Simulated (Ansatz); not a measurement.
# Ir2 (Ir2): the cost of one run

Computed with Ansatz 0.2.0. Level: DFT PBE, plane waves, PAW, molecule in a box with 9 Å of vacuum.

3 further runs of the same task are left out: 2 for a known fault of the program, 1 that didn't finish.

### 1 The starting structure

2 atoms, charge 0, spin multiplicity 3.

Bond lengths: Ir1–Ir2 2.236 Å.

As a file:

```xyz
2

Ir    0.0000    0.0000    1.1180
Ir    0.0000    0.0000   -1.1180
```

An earlier session relaxed this geometry at TPSS, Ir def2-SVP with ECP60 (triplet, point group D∞h).

### 2 Scalar-relativistic

The input, input.yaml:

```yaml
crystal:
  lattice:
    - [9.0, 0.0, 0.0]
    - [0.0, 9.0, 0.0]
    - [0.0, 0.0, 11.24]
  atoms:
    - { symbol: Ir, position: [0.5, 0.5, 0.59928648], spin: 1.0 }
    - { symbol: Ir, position: [0.5, 0.5, 0.40035587], spin: 1.0 }
basis:
  ecutwfc: 420
  ecutrho_ratio: 4
kpoints:
  mp_grid: { grid: [1, 1, 1] }
hamiltonian:
  xc: pbe
scf:
  occupations: { method: gaussian, width: 0.01 }
output:
  forces: true
  eigenvalues: true
  populations: true
magnetization:
  spin_polarized: true
```

Launch:

```console
ansatz run input.yaml --threads 2 --pin off --max-ram 5120MiB --backend cpu --events-out ev --progress --plain --runs-dir out
```

What time and memory should one allow on 2 threads of Arm Neoverse V1, shared host?

About 43 s, with a peak of 0.72 GiB.
